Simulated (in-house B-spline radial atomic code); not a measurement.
# Er¹²⁺: excited configurations

How much energy does it take to promote electrons of Er¹²⁺ to other shells? Each configuration is solved by itself and compared with the reference.

Program: in-house B-spline radial atomic code version 1. Level of theory: Dirac-Hartree-Fock, average of configuration, Fermi nucleus, basis-set limit. These are calculated values, not measurements, unless marked.

### 1 The atom as given

* element: erbium (Z = 68)
* charge: +12
* electrons: 56
* configuration: [Kr] 4d10 4f8 5s2
* Hamiltonian: Dirac-Coulomb
* nucleus: Fermi, rms radius 5.252 fm

The outer shells:

[Kr] 4d10 4f8 5s2
```
[Kr] core
4d [↑↓][↑↓][↑↓][↑↓][↑↓]
4f [↑↓][↑ ][↑ ][↑ ][↑ ][↑ ][↑ ]
5s [↑↓]
```

The boxes draw the filling by Hund's rule, which heavy ions in jj coupling don't follow; these runs average over all states of the configuration.

Settings, as recorded:

```ini
Z = 68
electrons = 56.0
configuration = [Kr] 4d10 4f8 5s2
hamiltonian = dirac
method = hf
spin_polarised = False
nucleus = fermi
rms_radius = 5.2516
mass_number = 166
atomic_mass = 165.930301067
speed_of_light = 137.035999084
```

From the earlier run of the reference: total energy -13048.811831 hartree. Levels, eight at most:

```csv
orbital,occupation,energy (eV),<r> (bohr)
4s1/2,2,-709.30,0.5040
4p1/2,2,-620.82,0.5133
4p3/2,4,-575.14,0.5410
4d3/2,4,-429.07,0.5617
4d5/2,6,-420.49,0.5715
5s1/2,2,-254.52,1.086
4f5/2,3.42857,-246.12,0.6255
4f7/2,4.57143,-244.72,0.6308
```

### 2 Configuration [Kr] 4d10 4f7 5s2 8p1

Settings, as recorded:

```ini
Z = 68
electrons = 56.0
configuration = [Kr] 4d10 4f7 5s2 8p1
hamiltonian = dirac
method = hf
spin_polarised = False
nucleus = fermi
rms_radius = 5.2516
mass_number = 166
atomic_mass = 165.930301067
speed_of_light = 137.035999084
```

### 3 Configuration [Kr] 4d9 4f8 5s2 9s1

Changes to the settings of step 2:

```diff
@@ -2,3 +2,3 @@
 electrons = 56.0
-configuration = [Kr] 4d10 4f7 5s2 8p1
+configuration = [Kr] 4d9 4f8 5s2 9s1
 hamiltonian = dirac
```

### 4 Configuration [Kr] 4d9 4f8 5s2 9d1

Changes to the settings of step 3:

```diff
@@ -2,3 +2,3 @@
 electrons = 56.0
-configuration = [Kr] 4d9 4f8 5s2 9s1
+configuration = [Kr] 4d9 4f8 5s2 9d1
 hamiltonian = dirac
```

### 5 [Kr] 4d10 4f7 5s2 5f1

Changes to the settings of step 4:

```diff
@@ -2,3 +2,3 @@
 electrons = 56.0
-configuration = [Kr] 4d9 4f8 5s2 9d1
+configuration = [Kr] 4d10 4f7 5s2 5f1
 hamiltonian = dirac
```

### 6 Run with [Kr] 4d10 4f7 5s2 6p1

Changes to the settings of step 5:

```diff
@@ -2,3 +2,3 @@
 electrons = 56.0
-configuration = [Kr] 4d10 4f7 5s2 5f1
+configuration = [Kr] 4d10 4f7 5s2 6p1
 hamiltonian = dirac
```

How far above the reference does each configuration lie (order and size, in eV)?

**Answer**, as computed:

| net move | configuration | energy above the reference (eV) | with Breit, QED, recoil (eV) | largest <r> (bohr) |
| --- | --- | --- | --- | --- |
| 4f → 6p | [Kr] 4d10 4f7 5s2 6p1 | 115.53 | 115.73 | 2.09 |
| 4f → 5f | [Kr] 4d10 4f7 5s2 5f1 | 115.89 | 115.99 | 1.67 |
| 4f → 8p | [Kr] 4d10 4f7 5s2 8p1 | 183.99 | 184.13 | 4.56 |
| 4d → 9s | [Kr] 4d9 4f8 5s2 9s1 | 373.84 | 373.66 | 5.78 |
| 4d → 9d | [Kr] 4d9 4f8 5s2 9d1 | 381.24 | 381.04 | 6.68 |

Quantum defects of the promoted electron, δ = n − ζ/√(−2ε) with ζ = 13 and ε its orbital energy in hartree:

| promotion | δ |
| --- | --- |
| 4f → 6p | 1.736 |
| 4f → 8p | 1.703 |
| 4d → 9s | 1.933 |
| 4d → 9d | 1.286 |

The lowest of them is 4f → 6p at 115.53 eV and the highest 4d → 9d at 381.24 eV. Koopmans' estimate of the ionisation threshold is 244.72 eV; 2 configurations exceed it by over 2 % and could autoionise. Of those tabulated, the defect is largest for 9s (1.93) and least for 9d (1.29): low angular momentum penetrates the core, high angular momentum stays outside it. Two partly filled shells share a symmetry and can mix in the average, which may lower the energy, for: 4f → 5f; 4d → 9d. These are averages over configurations, without correlation, not spectroscopic levels.
